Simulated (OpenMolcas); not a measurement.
# Rh⁵⁺ among point charges: CASSCF and CASPT2 levels and susceptibility

How does a field of 5 point charges split the states of Rh⁵⁺, and what χT follows?

Method: state-averaged CASSCF and CASPT2, spin-orbit coupling by RASSI with atomic mean-field integrals. Code: OpenMolcas 26.06.

## (1) The system

* Species: Rh⁵⁺ (rhodium, Z = 45, 40 electrons)
* Basis: ANO-RCC-VTZP [7s6p4d2f1g], 68 functions
* Scalar Hamiltonian: DKH2, point nucleus
* Inactive shells: 1s 2s 2p 3s 3p 3d 4s 4p
* Active space: 4 electrons in 5 orbitals (4d)
* Some configurations of this space: 4d⁴
* Orbitals: optimised for each spin and parity, averaged over all roots

Outer shells as boxes (Hund's rule):

4d4
```
4d [↑ ][↑ ][↑ ][↑ ][  ]
```

The ion sits among 5 point charges of -2 e arranged as a square pyramid (C4v), 1.8 Å from the ion, with the axial distance 1.836 Å.

Each step is its own input file, run in one work folder so that later steps find the files of earlier ones. Labels, J, g values, rates, χT and fits are worked out afterwards by a script from the matrices that RASSI stores.

## (2) Basis and integrals

Input file a.inp:

```
&GATEWAY
Coord
1

Rh 0.0 0.0 0.0
Basis=ANO-RCC-VTZP
Group=NoSym
NoMove
AngMom=0.0 0.0 0.0
AMFI
XField
5 Angstrom 0
1.800000 0.000000 0.000000 -2.000000
0.000000 1.800000 0.000000 -2.000000
-1.800000 0.000000 0.000000 -2.000000
0.000000 -1.800000 0.000000 -2.000000
0.000000 0.000000 1.836000 -2.000000
&SEWARD
```

Launch:

```sh
OMP_NUM_THREADS=1 MOLCAS_MEM=1689 MOLCAS_PROJECT=a pymolcas a.inp > a.log
```

## (3) CASSCF: quintets, 5 roots

Input file a.inp:

```
&RASSCF
FileOrb=start.orb
Symmetry=1
Spin=5
nActEl=4 0 0
Inactive=18
Ras2=5
CIRoot=5 5 1
SDav=5
CIMx=300
Iter=120 100
PrWF=0.3
OrbListing=Nothing
MaxOrb=0
>>> COPY $Project.JobIph JOB001
```

start.orb holds the contracted functions of the basis, ordered by shell, or the orbitals of the step before.

## (4) Reference wave functions, triplets, 45 roots

Input file a.inp:

```
&RASSCF
FileOrb=start.orb
Symmetry=1
Spin=3
nActEl=4 0 0
Inactive=18
Ras2=5
CIRoot=45 45 1
SDav=45
CIMx=300
Iter=120 100
PrWF=0.3
OrbListing=Nothing
MaxOrb=0
>>> COPY $Project.JobIph JOB002
```

## (5) Reference wave functions, singlets, 50 roots

Input file a.inp:

```
&RASSCF
FileOrb=start.orb
Symmetry=1
Spin=1
nActEl=4 0 0
Inactive=18
Ras2=5
CIRoot=50 50 1
SDav=50
CIMx=300
Iter=120 100
PrWF=0.3
OrbListing=Nothing
MaxOrb=0
>>> COPY $Project.JobIph JOB003
```

## (6) RASSI: spin-orbit coupling between the states

Input file a.inp:

```
&RASSI
NrOfJobIphs=3 5 45 50
1 2 3 4 5
1 2 3 4 5 6 7 8 9 10 11 12 13 14 15 16 17 18 19 20 21 22 23 24 25 26 27
28 29 30 31 32 33 34 35 36 37 38 39 40 41 42 43 44 45
1 2 3 4 5 6 7 8 9 10 11 12 13 14 15 16 17 18 19 20 21 22 23 24 25 26 27
28 29 30 31 32 33 34 35 36 37 38 39 40 41 42 43 44 45 46 47 48 49 50
IphNames
JOB001
JOB002
JOB003
EJob
SpinOrbit
DIPRint=1.0
SOCoupling=1000.0
Subsets=2
Property=9
'ANGMOM' 1 'ANGMOM' 2 'ANGMOM' 3 'MLTPL  1' 1 'MLTPL  1' 2 'MLTPL  1' 3
'AMFI' 1 'AMFI' 2 'AMFI' 3
SOProperty=3
'ANGMOM' 1 'ANGMOM' 2 'ANGMOM' 3
```

## (7) CASPT2: IPEA 0.25, imaginary shift 0.1 (closed shells correlated: 4s 4p)

Input file a.inp:

```
>>> COPY JOB001 $Project.JobIph
&CASPT2
Multistate=5 1 2 3 4 5
NoMult
Frozen=14
IPEA=0.25
Imaginary=0.1
MaxIter=60
WThr=0.0 0.3 0.05
PrWF=0.5
NoMix
>>> COPY JOB002 $Project.JobIph
&CASPT2
Multistate=45 1 2 3 4 5 6 7 8 9 10 11 12 13 14 15 16 17 18 19 20 21 22
23 24 25 26 27 28 29 30 31 32 33 34 35 36 37 38 39 40 41 42 43 44 45
NoMult
Frozen=14
IPEA=0.25
Imaginary=0.1
MaxIter=60
WThr=0.0 0.3 0.05
PrWF=0.5
NoMix
>>> COPY JOB003 $Project.JobIph
&CASPT2
Multistate=50 1 2 3 4 5 6 7 8 9 10 11 12 13 14 15 16 17 18 19 20 21 22
23 24 25 26 27 28 29 30 31 32 33 34 35 36 37 38 39 40 41 42 43 44 45 46
47 48 49 50
NoMult
Frozen=14
IPEA=0.25
Imaginary=0.1
MaxIter=60
WThr=0.0 0.3 0.05
PrWF=0.5
NoMix
```

(Steps that only read results are left out.)

**Question.** What will these runs give? Wanted: spin-free ground state; first state of the same spin within the active space; lowest level; next level.

The runs gave:

```
                                            quantity                                                                        value
                                              method  SS-CASPT2, IPEA 0.25, imaginary shift 0.1 (closed shells correlated: 4s 4p)
                              spin-free ground state                                          quintet, 1-fold in its orbital part
first state of the same spin within the active space                                                         quintet at 8480 cm⁻¹
                                        lowest level                                                                       1-fold
                                          next level                                                                    22.0 cm⁻¹
                                         χT at 300 K                                                               2.15 cm³ K/mol
                           effective moment at 300 K                                                                      4.14 μB
```

Cost by method:

| method | time of its own steps | time with the reference |
| --- | --- | --- |
| A. CASSCF | 24 s | 24 s |
| B. SS-CASPT2, IPEA 0.25, imaginary shift 0.1, +4s 4p | 25 s | 49 s |

Times are of one thread on a shared host.

What this shows: The spin-free ground state (quintet) comes to 100 % from free-ion D terms and keeps the highest spin of the shell. χT at 300 K is 2.15, against 3.01 cm³ K/mol for the spin alone, so spin-orbit coupling lowers it. An active space of the d shell alone favours high spin; real ions in strong fields can be low spin. The field of point charges can differ much from that of real complexes. With metal d orbitals alone active, the gaps between spin states are rough; where two lie within a few thousand cm-1, their order is open. This is an electrostatic model: the charges have no orbitals.
